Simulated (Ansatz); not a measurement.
# Zn5Cd2Se8: the cost of one run

Program: Ansatz 0.2.0. Level of theory: DFT PBEsol, scalar-relativistic, plane waves, PAW. These are calculated values, not measurements.

2 further runs of the same task are left out: 2 set aside as unsound or not needed.

## Step 1: The system as given

The structure is tetragonal, space group I-4m2 (No. 119). Conventional cell: a = 8.125 Å, b = 8.125 Å, c = 11.491 Å, α = 90.00°, β = 90.00°, γ = 90.00°. Zn (site symmetry -4m2) is surrounded by 4 Se at 2.45 Å. Zn (site symmetry 2) is surrounded by 4 Se at 2.45 Å. Cd (site symmetry 2mm) has 4 Se at 2.60 Å as nearest neighbours. Around Se (site symmetry m) lie 2 Zn at 2.45 Å and 1 Cd at 2.60 Å. Se (site symmetry m) has 3 Zn at 2.45 Å and 1 Cd at 2.60 Å as nearest neighbours.

As a file:

```
Zn Cd Se
1.0
    -5.74526    5.74526    0.00000
     0.00000    5.74526   -5.74526
    -5.74526    0.00000   -5.74526
Zn Cd Se
5 2 8
Direct
  0.00000 0.50000 0.00000
  0.00000 0.50000 0.50000
  0.50000 0.00000 0.00000
  0.00000 0.00000 0.50000
  0.50000 0.50000 0.00000
  0.00000 0.00000 0.00000
  0.50000 0.50000 0.50000
  0.63064 0.10807 0.63064
  0.13064 0.60807 0.13064
  0.63064 0.63064 0.63064
  0.13064 0.13064 0.13064
  0.10807 0.63064 0.63064
  0.60807 0.13064 0.13064
  0.63064 0.63064 0.10807
  0.13064 0.13064 0.60807
```

It goes back to an entry of the Materials Project, which need not be the stable form.

It is built from the cell relaxed beforehand with the same method (23.70 Å³/atom).

## Step 2: Setting up the jump

The supercell lacks one Zn atom, at fractional position (0.500, 0.000, 0.500), and holds 15 atoms. Atom 2 (Zn), 4.06 Å away, is to jump into the empty site. The cell is fixed.

## Step 3: Relaxing around the vacancy

The input, input.yaml:

```yaml
crystal:
  lattice:
    - [-5.7452609759, 5.7452609759, 0.0]
    - [0.0, 5.7452609759, -5.7452609759]
    - [-5.7452609759, 0.0, -5.7452609759]
  atoms:
    - { symbol: Zn, position: [0.0, 0.5, 0.0] }
    - { symbol: Zn, position: [0.0, 0.5, 0.5] }
    - { symbol: Zn, position: [0.5, 0.0, 0.0] }
    - { symbol: Zn, position: [0.0, 0.0, 0.5] }
    - { symbol: Zn, position: [0.5, 0.5, 0.0] }
    - { symbol: Cd, position: [0.0, 0.0, 0.0] }
    - { symbol: Cd, position: [0.5, 0.5, 0.5] }
    - { symbol: Se, position: [0.6306426918, 0.1080719247, 0.6306426918] }
    - { symbol: Se, position: [0.1306426918, 0.6080719247, 0.1306426918] }
    - { symbol: Se, position: [0.6306426918, 0.6306426918, 0.6306426918] }
    - { symbol: Se, position: [0.1306426918, 0.1306426918, 0.1306426918] }
    - { symbol: Se, position: [0.1080719247, 0.6306426918, 0.6306426918] }
    - { symbol: Se, position: [0.6080719247, 0.1306426918, 0.1306426918] }
    - { symbol: Se, position: [0.6306426918, 0.6306426918, 0.1080719247] }
    - { symbol: Se, position: [0.1306426918, 0.1306426918, 0.6080719247] }
basis:
  ecutwfc: 420
kpoints:
  mp_grid: { grid: [4, 4, 4] }
hamiltonian:
  xc: pbesol
scf:
  occupations: { method: gaussian, width: 0.05 }
output:
  forces: true
  stress: true
  eigenvalues: true
  write_density: true
  write_potential: true
  elf: true
  volumetric_format: npy
relax:
  adjacent_minimum: "off"
  f_tol: 0.02
  max_steps: 50
```

Started as:

```console
> ansatz run input.yaml --threads 4 --pin off --max-ram 9216MiB --backend cpu --events-out ev --progress --plain --runs-dir out
```

What time and memory should one allow on 4 threads of AMD EPYC 9R45 (Zen 5), shared host?

About 28 s, with a peak of 1.7 GiB.
